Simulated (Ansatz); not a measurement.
# AlOs, space group Pm-3m: a surface slab

Program: Ansatz 0.2.0 through its Python package.

Input file `POSCAR`:
```text
AlOs
1.0
   2.99791198    0.00000000    0.00000000
   0.00000000    2.99791198    0.00000000
   0.00000000    0.00000000    2.99791198
Al Os
1 1
Direct
   0.00000000    0.00000000    0.00000000
   0.50000000    0.50000000    0.50000000
```

Script `slab_alos.py`:
```python
import ansatz as az
from ase.build import surface
from ase.io import read
import numpy as np


def main() -> None:
    atoms = read('POSCAR', format='vasp')
    slab = surface(atoms, (1, 1, 1), 6, vacuum=8.0)
    slab.pbc = True

    print(slab.get_chemical_formula(), 'area {:.3f} A^2, cell height {:.2f} A'.format(np.linalg.norm(np.cross(slab.cell[0], slab.cell[1])), slab.cell[2, 2]))


    def prepared(structure):
        return (
            az.Crystal.from_ase(structure).calculation()
            .functional('PBEsol')
            .scf(tolerance=1e-08)
            .occupations('fermi_dirac', width=20 * az.meV)
        )


    model = (
        prepared(slab)
        .kpoints(5, 5, 1)
        .electric_field(axis=3, dipole_correction=True)
        .potential()
        .forces()
    )
    res = model.run(threads=1, backend='cpu')
    summary = res.report

    print(f'slab free energy {summary["free_energy_ev"]:.4f} eV, Fermi level {summary["fermi_energy_ev"]:.3f} eV')
    for key, value in summary['work_function'].items():
        if isinstance(value, float):
            print(f'{key:34s} {value:12.5f}')

    v = res.potential()
    profile = (v.v_es_ev + (0 if v.v_field_ev is None else v.v_field_ev)).mean(axis=(0, 1))
    height = res.lattice.cell_ang[2][2]
    print('z (A)   planar potential less the Fermi level (eV)')
    for i in range(0, len(profile), max(len(profile) // 24, 1)):
        print(f'{i * height / len(profile):6.2f} {profile[i] - summary["fermi_energy_ev"]:9.3f}')


if __name__ == '__main__':
    main()
```

```console
$ python slab_alos.py
Al6Os6 area 15.567 A^2, cell height 25.52 A
DeckWarning: basis.ecutwfc = 420 eV, auto-derived from the records' recommended cutoffs: set by Al (normal level)
slab free energy -70650.8465 eV, Fermi level 4.490 eV
ramp_position                           0.95000
ramp_width                              0.10000
amplitude_v_ang                         0.00000
dipole_field_v_ang                      0.00963
dipole_moment_e_ang                     0.02113
phi_plus_ev                             4.43352
phi_minus_ev                            4.67920
vacuum_level_plus_ev                    8.92364
vacuum_level_minus_ev                   9.16932
flatness_plus_ev_ang                    0.00008
flatness_minus_ev_ang                   0.00004
ramp_density_extremum_e_ang3            0.00000
ramp_density_minimum_e_ang3            -0.00000
ramp_density_bound_e_ang3               0.00001
ramp_density_effective_e_ang3           0.00000
plane_spacing_ang                       0.14178
z (A)   planar potential less the Fermi level (eV)
  0.00     4.556
  0.99     4.652
  1.98     4.679
  2.98     4.679
  3.97     4.678
  4.96     4.668
  5.95     4.535
  6.95     2.946
  7.94    -3.102
  8.93   -10.518
  9.92    -7.278
 10.92    -9.865
 11.91    -9.266
 12.90    -8.031
 13.89   -10.359
 14.89    -6.516
 15.88   -10.438
 16.87    -6.902
 17.86    -5.509
 18.86     3.380
 19.85     4.348
 20.84     4.427
 21.83     4.433
 22.83     4.434
 23.82     4.434
 24.81     4.488
```
(Warnings from the package without file and line.)

Caveats:
- These settings explore the input space; cutoff and mesh may be short of convergence.
- The mesh is modest for a metal, so energies can be off by several to tens of meV an atom and pressures by half a GPa or more; differences at equal mesh fare better.
- An absolute Fermi energy rests on an arbitrary zero of the periodic potential and has no direct meaning.
- Spin-orbit coupling, which matters for elements this heavy, is left out.
- The structure comes from a database of computed cells and needn't be a stable or known phase.
- The slab is thin and cut from the structure as given; a cut can leave two unlike or polar faces, and the surface energy is then their mean. Miller indices refer to the vectors of the cell as typed, and the lattice isn't relaxed for this functional, so relaxation and surface energy can hold strain.
- It ran for 22 s on 1 thread of Arm Neoverse V2 (shared host), peak memory 0.68 GiB.

(Lines on the test bed's own set-up are left out of the output.)
